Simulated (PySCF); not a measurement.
# How the numerical set-up moves the result for KO

Aim: see how much the energy and properties of KO depend on the numerical set-up.

The runs use PySCF 2.14.0; each script names its method and basis.

7 further runs of the same task are left out: 7 that didn't finish.

## (1) The starting structure

KO: 2 atoms, charge 0, spin multiplicity 2.

Bond lengths: K1–O2 2.485 Å.

## (2) The run that the others are compared with

The input, input.py:

```python
from pyscf import gto, scf, cc

mol = gto.M(
    atom='K 0 0 0; O 0 0 2.485',
    basis='crenbl',
    ecp={'K': 'crenbl', 'O': 'crenbl'},
    charge=0,
    spin=1,
    symmetry=True,
    verbose=4,
)
mf = scf.UHF(mol)
mf.kernel()
mycc = cc.CCSD(mf)
mycc.kernel()
mf.dip_moment()
print('orbital energies (hartree):', [e[max(0, n-3):n+3].round(4) for e, n in zip(mf.mo_energy, mol.nelec)])
```

The run is started by

```bash
OMP_NUM_THREADS=1 python input.py
```

Its log is not repeated here.

It gives: E(SCF) = -43.561663 Eh, 11 cycles, E(CCSD) − E(SCF) = -0.15007 Eh, ⟨S²⟩ = 0.753, μ = 11.40 D (of the SCF density).

The bond length is a typed value, not an optimised one.

## (3) Density fitting weigend

Variant 1 changes density fitting: none → weigend.

The input, input.py:

```python
from pyscf import gto, scf, cc

mol = gto.M(
    atom='K 0 0 0; O 0 0 2.485',
    basis='crenbl',
    ecp={'K': 'crenbl', 'O': 'crenbl'},
    charge=0,
    spin=1,
    symmetry=True,
    verbose=4,
)
mf = scf.UHF(mol)
mf = mf.density_fit(auxbasis='weigend')
mf.kernel()
mycc = cc.CCSD(mf)
mycc.kernel()
mf.dip_moment()
print('orbital energies (hartree):', [e[max(0, n-3):n+3].round(4) for e, n in zip(mf.mo_energy, mol.nelec)])
```

The run is started by

```bash
OMP_NUM_THREADS=1 python input.py
```

## (4) X2c-svpall (core potential off, X2C on)

Variant 2 changes basis set: crenbl → x2c-svpall; core potential: on → off; spin-free X2C: off → on. The core potential changes with it: totals don't compare.

Edit input.py of step 2 so:

```diff
@@ -4,4 +4,3 @@
     atom='K 0 0 0; O 0 0 2.485',
-    basis='crenbl',
-    ecp={'K': 'crenbl', 'O': 'crenbl'},
+    basis='x2c-svpall',
     charge=0,
@@ -12,2 +11,3 @@
 mf = scf.UHF(mol)
+mf = mf.sfx2c1e()
 mf.kernel()
```

## (5) Cartesian functions on

Variant 3 changes Cartesian functions: off → on.

Edit input.py of step 2 so:

```diff
@@ -9,2 +9,3 @@
     symmetry=True,
+    cart=True,
     verbose=4,
```

Before running it: what results should come out? Wanted: for each run, E(SCF); from base; gap, α spin; SCF dipole; after the SCF.

The runs gave:

```
                                    run  E(SCF) (hartree)  from base (eV)  cycles  gap, α spin (eV)  SCF dipole (D)  functions               after the SCF
                                   base        -43.561663               0      11              8.11           11.40         33  CCSD correlation -4.084 eV
                density fitting weigend        -43.503495         +1.5828      10              8.12           11.40         33  CCSD correlation -4.112 eV
x2c-svpall (core potential off, X2C on)       -676.151486  not comparable      10              8.56           10.01         38  CCSD correlation -5.795 eV
                 Cartesian functions on        -43.570453         -0.2392      11              8.51           11.11         33  CCSD correlation -4.133 eV
```

In words: Of the runs whose energies can be compared, “density fitting weigend” moves the SCF energy most (+1.583 eV).
